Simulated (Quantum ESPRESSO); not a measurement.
# Ti3S2 (P1) in Quantum ESPRESSO: reference runs

Aim: a first look at Ti3S2 with PBE, on the cell as given.

All numbers are computed with Quantum ESPRESSO 7.5; they aren't measurements. Logs are shortened: lines on timing, memory, paths and dates and some standing lists are left out, and cuts for length are marked.

**1. The structure**

The typed cell holds 5 atoms: a = 4.505 Å, b = 4.505 Å, c = 4.505 Å, α = 74.06°, β = 74.06°, γ = 74.06°.

The cell comes from a database or a generator and needn't be the stable form of this composition.

**2. Single point, PBE**

Contents of pw.in:

```
&CONTROL
  calculation = 'scf'
  prefix = 'pwscf'
  outdir = './tmp'
  pseudo_dir = './pseudo'
  tprnfor = .true.
  tstress = .true.
  disk_io = 'low'
/
&SYSTEM
  ibrav = 0
  nat = 5
  ntyp = 2
  ecutwfc = 55
  ecutrho = 440
  nbnd = 33
  occupations = 'smearing'
  smearing = 'fd'
  degauss = 0.00367493
/
&ELECTRONS
  conv_thr = 1d-09
  electron_maxstep = 120
  mixing_beta = 0.5
/
ATOMIC_SPECIES
Ti    47.8670 ti_pbe_v1.4.uspp.F.UPF
S     32.0600 s_pbe_v1.4.uspp.F.UPF
CELL_PARAMETERS angstrom
   2.7131139200    1.5664170500    3.2376184000
  -2.7131139200    1.5664170500    3.2376184000
   0.0000000000   -3.1328341100    3.2376184000
ATOMIC_POSITIONS crystal
Ti     0.3775216700    0.6809847200    0.0376980200
Ti     0.7062116700    0.0166397200    0.3733530200
Ti     0.0418666700    0.3522947200    0.7020430200
S      0.7693609900    0.8072014200    0.7756139700
S      0.1050389900    0.1428794200    0.1112919700
K_POINTS automatic
6 6 6 0 0 0
```

Contents of pp_density.in:

```
&INPUTPP
  prefix = 'pwscf'
  outdir = './tmp'
  filplot = 'density.dat'
  plot_num = 0
/
&PLOT
  nfile = 1
  filepp(1) = 'density.dat'
  iflag = 3
  output_format = 6
  fileout = 'density.cube'
/
```

Contents of pp_potential.in:

```
&INPUTPP
  prefix = 'pwscf'
  outdir = './tmp'
  filplot = 'potential.dat'
  plot_num = 11
/
&PLOT
  nfile = 1
  filepp(1) = 'potential.dat'
  iflag = 3
  output_format = 6
  fileout = 'potential.cube'
/
```

Potentials or basis: SSSP 1.3 efficiency PBE.

Run with:

```console
OMP_NUM_THREADS=1 pw.x -in pw.in > pw.out
OMP_NUM_THREADS=1 pp.x -in pp_density.in > pp_density.out
OMP_NUM_THREADS=1 pp.x -in pp_potential.in > pp_potential.out
```

pw.out:

```text
This program is part of the open-source Quantum ESPRESSO suite
     for quantum simulation of materials; please cite
[... 6 lines left out ...]
     --------------------
     sticks:   dense  smooth     PW     G-vecs:    dense   smooth      PW
     Sum        2447    1225    353                86879    30659    4881

     Using Slab Decomposition

     bravais-lattice index     =            0
     lattice parameter (alat)  =       8.5136  a.u.
     unit-cell volume          =     557.1202 (a.u.)^3
     number of atoms/cell      =            5
     number of atomic types    =            2
     number of electrons       =        48.00
     number of Kohn-Sham states=           33
     kinetic-energy cutoff     =      55.0000  Ry
     charge density cutoff     =     440.0000  Ry
     scf convergence threshold =      1.0E-09
     mixing beta               =       0.5000
     number of iterations used =            8  plain     mixing
     Exchange-correlation=  SLA  PW   PBX  PBC
                           (   1   4   3   4   0   0   0)

     celldm(1)=   8.513593  celldm(2)=   0.000000  celldm(3)=   0.000000
     celldm(4)=   0.000000  celldm(5)=   0.000000  celldm(6)=   0.000000

     crystal axes: (cart. coord. in units of alat)
               a(1) = (   0.602218   0.347691   0.718640 )
               a(2) = (  -0.602218   0.347691   0.718640 )
               a(3) = (   0.000000  -0.695382   0.718640 )

     reciprocal axes: (cart. coord. in units 2 pi/alat)
               b(1) = (  0.830264  0.479353  0.463839 )
               b(2) = ( -0.830264  0.479353  0.463839 )
               b(3) = ( -0.000000 -0.958706  0.463839 )

     PseudoPot. # 1 for Ti read from file:
     ti_pbe_v1.4.uspp.F.UPF
     Pseudo is Ultrasoft + core correction, Zval = 12.0
     Generated by new atomic code, or converted to UPF format
     Using radial grid of  851 points,  6 beta functions with:
                l(1) =   0
                l(2) =   0
                l(3) =   1
                l(4) =   1
                l(5) =   2
                l(6) =   2
     Q(r) pseudized with  6 coefficients,  rinner =    1.000   1.000   1.000
                                                       1.000   1.000

     PseudoPot. # 2 for S  read from file:
     s_pbe_v1.4.uspp.F.UPF
     Pseudo is Ultrasoft + core correction, Zval =  6.0
     Generated by new atomic code, or converted to UPF format
     Using radial grid of  907 points,  6 beta functions with:
                l(1) =   0
                l(2) =   0
                l(3) =   1
                l(4) =   1
                l(5) =   2
                l(6) =   2
     Q(r) pseudized with  8 coefficients,  rinner =    1.300   1.300   1.300
                                                       1.300   1.300

     atomic species   valence    mass     pseudopotential
     Ti               12.00    47.86700     Ti( 1.00)
     S                 6.00    32.06000     S ( 1.00)

     No symmetry found

   Cartesian axes

     site n.     atom                  positions (alat units)
         1        Ti     tau(   1) = (  -0.1827510   0.3418186   0.7877768  )
         2        Ti     tau(   2) = (   0.4152729  -0.0082940   0.7877768  )
         3        Ti     tau(   3) = (  -0.1869455  -0.3511417   0.7877768  )
         4        S      tau(   4) = (  -0.0227882   0.0088086   1.6903690  )
         5        S      tau(   5) = (  -0.0227882   0.0088086   0.2581431  )

     number of k points=   112  Fermi-Dirac smearing, width (Ry)=  0.0037

     Number of k-points >= 100: set verbosity='high' to print them.

     Dense  grid:    86879 G-vectors     FFT dimensions: (  60,  60,  60)

     Smooth grid:    30659 G-vectors     FFT dimensions: (  45,  45,  45)

     Check: negative core charge=   -0.000003

     Initial potential from superposition of free atoms

     starting charge      44.9998, renormalised to      48.0000

     negative rho (up, down):  4.221E-03 0.000E+00
     Starting wfcs are   38 randomized atomic wfcs

     Self-consistent Calculation

     iteration #  1     ecut=    55.00 Ry     beta= 0.50
     Davidson diagonalization with overlap
     ethr =  1.00E-02,  avg # of iterations =  3.5

     negative rho (up, down):  4.044E-03 0.000E+00

     total energy              =    -405.46545683 Ry
     estimated scf accuracy    <       0.65173642 Ry

     iteration #  2     ecut=    55.00 Ry     beta= 0.50
     Davidson diagonalization with overlap
     ethr =  1.36E-03,  avg # of iterations =  3.4

     negative rho (up, down):  3.239E-03 0.000E+00

     total energy              =    -405.43305347 Ry
     estimated scf accuracy    <       0.84818043 Ry

     iteration #  3     ecut=    55.00 Ry     beta= 0.50
     Davidson diagonalization with overlap
     ethr =  1.36E-03,  avg # of iterations =  3.3

     negative rho (up, down):  2.761E-03 0.000E+00

     total energy              =    -405.53581110 Ry
     estimated scf accuracy    <       1.70990101 Ry

     iteration #  4     ecut=    55.00 Ry     beta= 0.50
     Davidson diagonalization with overlap
     ethr =  1.36E-03,  avg # of iterations =  1.7

     negative rho (up, down):  2.633E-03 0.000E+00

     total energy              =    -405.64482700 Ry
     estimated scf accuracy    <       0.11343394 Ry

     iteration #  5     ecut=    55.00 Ry     beta= 0.50
     Davidson diagonalization with overlap
     ethr =  2.36E-04,  avg # of iterations =  3.4

     negative rho (up, down):  2.347E-03 0.000E+00

     total energy              =    -405.65791054 Ry
     estimated scf accuracy    <       0.09108581 Ry

     iteration #  6     ecut=    55.00 Ry     beta= 0.50
     Davidson diagonalization with overlap
     ethr =  1.90E-04,  avg # of iterations =  1.3

     negative rho (up, down):  2.169E-03 0.000E+00

     total energy              =    -405.66512328 Ry
     estimated scf accuracy    <       0.00206534 Ry

     iteration #  7     ecut=    55.00 Ry     beta= 0.50
     Davidson diagonalization with overlap
     ethr =  4.30E-06,  avg # of iterations = 10.5

     negative rho (up, down):  2.090E-03 0.000E+00

     total energy              =    -405.66611907 Ry
     estimated scf accuracy    <       0.00201886 Ry

     iteration #  8     ecut=    55.00 Ry     beta= 0.50
     Davidson diagonalization with overlap
     ethr =  4.21E-06,  avg # of iterations =  1.1

     negative rho (up, down):  2.063E-03 0.000E+00

     total energy              =    -405.66627479 Ry
     estimated scf accuracy    <       0.00006859 Ry

     iteration #  9     ecut=    55.00 Ry     beta= 0.50
     Davidson diagonalization with overlap
     ethr =  1.43E-07,  avg # of iterations =  4.8

     negative rho (up, down):  2.060E-03 0.000E+00

     total energy              =    -405.66629773 Ry
     estimated scf accuracy    <       0.00003897 Ry

     iteration # 10     ecut=    55.00 Ry     beta= 0.50
     Davidson diagonalization with overlap
     ethr =  8.12E-08,  avg # of iterations =  1.1

     negative rho (up, down):  2.058E-03 0.000E+00

     total energy              =    -405.66630107 Ry
     estimated scf accuracy    <       0.00000117 Ry

     iteration # 11     ecut=    55.00 Ry     beta= 0.50
     Davidson diagonalization with overlap
     ethr =  2.45E-09,  avg # of iterations =  4.2

     negative rho (up, down):  2.058E-03 0.000E+00

     total energy              =    -405.66630174 Ry
     estimated scf accuracy    <       0.00000039 Ry

     iteration # 12     ecut=    55.00 Ry     beta= 0.50
     Davidson diagonalization with overlap
     ethr =  8.17E-10,  avg # of iterations =  2.0

     negative rho (up, down):  2.058E-03 0.000E+00

     total energy              =    -405.66630179 Ry
     estimated scf accuracy    <       0.00000002 Ry

     iteration # 13     ecut=    55.00 Ry     beta= 0.50
     Davidson diagonalization with overlap
     ethr =  3.58E-11,  avg # of iterations =  3.5

     negative rho (up, down):  2.058E-03 0.000E+00

     total energy              =    -405.66630179 Ry
     estimated scf accuracy    <          1.0E-09 Ry

     iteration # 14     ecut=    55.00 Ry     beta= 0.50
     Davidson diagonalization with overlap
     ethr =  2.12E-12,  avg # of iterations =  4.2

     negative rho (up, down):  2.058E-03 0.000E+00

     End of self-consistent calculation

     Number of k-points >= 100: set verbosity='high' to print the bands.

     the Fermi energy is    12.2173 ev

!    total energy              =    -405.66630179 Ry
     estimated scf accuracy    <          3.6E-10 Ry
     smearing contrib. (-TS)   =      -0.00318301 Ry
     internal energy E=F+TS    =    -405.66311879 Ry

     The total energy is F=E-TS. E is the sum of the following terms:
     one-electron contribution =    -159.02157131 Ry
     hartree contribution      =      98.39764914 Ry
     xc contribution           =     -72.21554878 Ry
     ewald contribution        =    -272.82364783 Ry

     convergence has been achieved in  14 iterations

     negative rho (up, down):  2.058E-03 0.000E+00

     Forces acting on atoms (cartesian axes, Ry/au):

     atom    1 type  1   force =    -0.00729205   -0.22160881   -0.18901864
     atom    2 type  1   force =    -0.27933427    0.15227042   -0.33709047
     atom    3 type  1   force =    -0.04624275    0.31435069   -0.26651035
     atom    4 type  2   force =     0.17124701   -0.13353383    0.39581710
     atom    5 type  2   force =     0.16162207   -0.11147848    0.39680236

     Total force =     0.933567     Total SCF correction =     0.000026

     Computing stress (Cartesian axis) and pressure

     negative rho (up, down):  2.058E-03 0.000E+00
          total   stress  (Ry/bohr**3)                   (kbar)     P=      454.86
   0.00244211  -0.00067080   0.00091734          359.25      -98.68      134.95
  -0.00067080   0.00552482  -0.00066251          -98.68      812.73      -97.46
   0.00091734  -0.00066251   0.00130939          134.95      -97.46      192.62

=------------------------------------------------------------------------------=
   JOB DONE.
=------------------------------------------------------------------------------=
```

Wall time 3.8 min (1 thread of AMD EPYC 9R14 (Zen 4), shared host); peak memory 0.55 GiB.

Results:

- Free energy: -5519.3712 eV
- Pressure: 45.5 GPa
- Largest force: 11.917 eV/Å
- Band gap on the k mesh: none (metal or under the smearing width)

Forces in eV/Å, atoms in the order of the input:
```
Ti  -0.187 -5.698 -4.860
Ti  -7.182  3.915 -8.667
Ti  -1.189  8.082 -6.852
S    4.403 -3.433 10.177
S    4.155 -2.866 10.202
```

Stress tensor (GPa, compression positive):
```
35.92 -9.87 13.49
-9.87 81.27 -9.75
13.49 -9.75 19.26
```

Caveat: a pressure of tens of GPa on the cell as given is suspect, and the run, the potentials or the cell itself is likely at fault; forces of over 1 eV/Å show positions far from the minimum, so gaps and moduli don't describe the material at rest.
